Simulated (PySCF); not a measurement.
# HfCl2: relaxation and vibrations of the triplet

Where does triplet HfCl2 go from a B3LYP minimum start, is the end point a minimum, and what are its modes, charges and moments?

Program: PySCF 2.14.0. Level of theory: B3LYP, basis Hf def2-SVP with ECP60, Cl def2-SVP, scalar-relativistic core potentials, no spin–orbit coupling, density fitting. These are calculated values, not measurements.

### Step 1. Where the work starts

3 atoms, charge 0, spin multiplicity 3.

Bond lengths: Hf1–Cl2 2.375 Å, Hf1–Cl3 2.375 Å. Angles: Cl2–Hf1–Cl3 153.4°.

Z-matrix (Å, degrees; charge 0 multiplicity 3):
```
Hf
Cl 1 2.3746
Cl 1 2.3746 2 153.37
```

### Step 2. First SCF at the start

One driver script runs all steps and calls PySCF; scf.py shows how it sets up the SCF of each step. The optimiser is the driver's own. After this first run the driver tries any further starts and a stability analysis.

Contents of scf.py:

```python
from pyscf import gto, scf, dft
mol = gto.M(atom='''
Hf     0.153040     0.000000     0.000000
Cl    -0.393750    -2.310740    -0.000000
Cl    -0.393750     2.310740     0.000000''',
    basis={'Hf': 'def2-SVP', 'Cl': 'def2-SVP'},
    ecp={'Hf': 'def2-SVP'},
    charge=0, spin=2)
mf = dft.UKS(mol, xc='B3LYP')
mf.grids.atom_grid = (50, 194)
aux = {'Hf': 'def2-universal-JKFIT', 'Cl': 'def2-universal-JKFIT'}
mf = mf.density_fit(auxbasis=aux)
mf.conv_tol = 1e-08
mf.diis_space = 10
mf.max_cycle = 60
mf.init_guess = 'minao'
mf.verbose = 4
mf.kernel()
```

The run is started by

```bash
OMP_NUM_THREADS=2 python axn.py task.json out
```

Further steps of the session: B3LYP minimum start, triplet: relaxation; Hessian and properties.

Before running it: what results should come out? Wanted: minimum; geometry; wavenumbers; dipole moment; highest occupied, lowest empty level; polar-tensor charge of Hf1; zero-point energy; atomisation energy; ⟨S²⟩.

**Answer**, as computed:

| quantity | value |
| --- | --- |
| minimum | triplet, C2v |
| geometry | Hf–Cl 2.375 Å (×2); Cl–Hf–Cl 153.4° |
| wavenumbers (cm⁻¹) | 46 (a1), 353 (a1), 370 (b2) |
| dipole moment | 1.21 D |
| highest occupied, lowest empty level (either spin) | -5.28, -3.33 eV |
| polar-tensor charge of Hf1 | +1.09 e |
| zero-point energy | 4.6 kJ/mol |
| entropy at 298.15 K | 320.5 J/(mol K) |
| atomisation energy (no zero-point energy) | 930 kJ/mol |
| ⟨S²⟩ | 2.002 |

What this shows: The molecule stays C2v, as typed, and the end point is a minimum. The strongest infrared band lies at 370 cm⁻¹ (b2, stretch). Most of the spin sits on Hf1 (Mulliken spin 2.05, against 2 for the whole molecule). Other starts or spin states, not run here, may lie lower. One determinant may miss the lowest occupation of an open d or f shell. Spin–orbit coupling, left out here, can matter for elements this heavy.
